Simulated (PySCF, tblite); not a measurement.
# C4H9FSeSi: geometry, infrared bands and NMR shifts

What infrared bands and NMR shifts should C4H9FSeSi (`C[C@@]1([SiH3])[Se]C[C@@H]1F`) show?

The runs use tblite 0.8.0 and PySCF 2.14.0, with density-fitted response routines of our own; the level of theory stands in each step. All values are computed, except where a source is named. Atoms are numbered from 0 throughout.

## (1) The starting structure

16 atoms, charge 0, multiplicity 1; geometry from: force field or distance geometry start.

Bonds of the start (Å): C0–C1 1.50, C1–Si2 1.84, C1–Se3 1.93, Se3–C4 1.96, C4–C5 1.50, C5–F6 1.39, C5–C1 1.52, C0–H7 1.11, C0–H8 1.12, C0–H9 1.10, Si2–H10 1.48, Si2–H11 1.48, Si2–H12 1.47, C4–H13 1.11, C4–H14 1.11, C5–H15 1.12.

## (2) Relaxing the molecule with GFN2-xTB

What the job is given:

```
{"job": {"kind": "relax", "xc": "GFN2-xTB", "basis": "xTB"}, "charge": 0, "multiplicity": 1}
C      0.035300     1.388900    -0.675400
C     -0.171700    -0.033100    -0.244900
Si    -1.969500    -0.431700    -0.149900
Se     0.827500    -1.356400    -1.236800
C      1.912300    -0.598700     0.205700
C      0.641200    -0.414000     0.977600
F      0.191500    -1.636700     1.452200
H     -0.303000     1.572000    -1.711400
H     -0.637600     1.997600    -0.014500
H      1.049300     1.759800    -0.484300
H     -2.680600     0.753400     0.392000
H     -2.464900    -0.740300    -1.505900
H     -2.160000    -1.568700     0.755500
H      2.630400    -1.358300     0.578600
H      2.434800     0.314100    -0.135400
H      0.657600     0.361000     1.785300
```

Launch:

```bash
> OMP_NUM_THREADS=1 python probes_run.py task.json out
```

This one command runs all jobs of the session in turn.

**Question.** This job is followed by: GFN2-xTB harmonic vibrations, gas phase; GIAO PBE0/pcSseg-1 NMR shielding, non-relativistic, gas phase. What will the session give for the following? strongest single infrared mode (GFN2-xTB); zero-point energy (GFN2-xTB); 13C shifts against TMS (PBE0/pcSseg-1); 1H shifts against TMS (PBE0/pcSseg-1, means over atoms taken as alike); 29Si shifts against TMS (PBE0/pcSseg-1); 77Se shifts against Me2Se (PBE0/pcSseg-1); 19F shifts against CFCl3 (PBE0/pcSseg-1).

The runs gave:

```
                                                              quantity                             value
                             strongest single infrared mode (GFN2-xTB)              785 cm⁻¹, 387 km/mol
                                          zero-point energy (GFN2-xTB)                     71.7 kcal/mol
                                13C shifts against TMS (PBE0/pcSseg-1)        97.7, 52.4, 31.1, 30.6 ppm
1H shifts against TMS (PBE0/pcSseg-1, means over atoms taken as alike)  5.22, 4.17, 3.57, 3.20, 1.80 ppm
                               29Si shifts against TMS (PBE0/pcSseg-1)                         -62.3 ppm
                             77Se shifts against Me2Se (PBE0/pcSseg-1)                           144 ppm
                              19F shifts against CFCl3 (PBE0/pcSseg-1)                        -150.6 ppm
```

**Reading.** The optimisation took 96 steps and gained 0.807 eV; among the close pairs (by a distance rule), C1–Se3 changed most, from 1.932 to 2.028 Å. No mode is imaginary among the 42: a minimum at this level. The strongest single mode, at 785 cm⁻¹, is spread over several atoms, H12, H11, H10 among them. GFN2-xTB is a fitted tight-binding method: band positions and strengths are rough. Its intensities can rank the bands wrongly. H15 (hydrogen on an sp3 CH bonded to F) lies farthest downfield among hydrogen, at 5.22 ppm; its carbon carries F, an electronegative neighbour. At PBE0/pcSseg-1: Shielding is most anisotropic at Se3 (span 1718 ppm, paramagnetic term -1385 ppm). Spin-orbit coupling is left out, which matters for shieldings and couplings at and beside the heavy atoms.
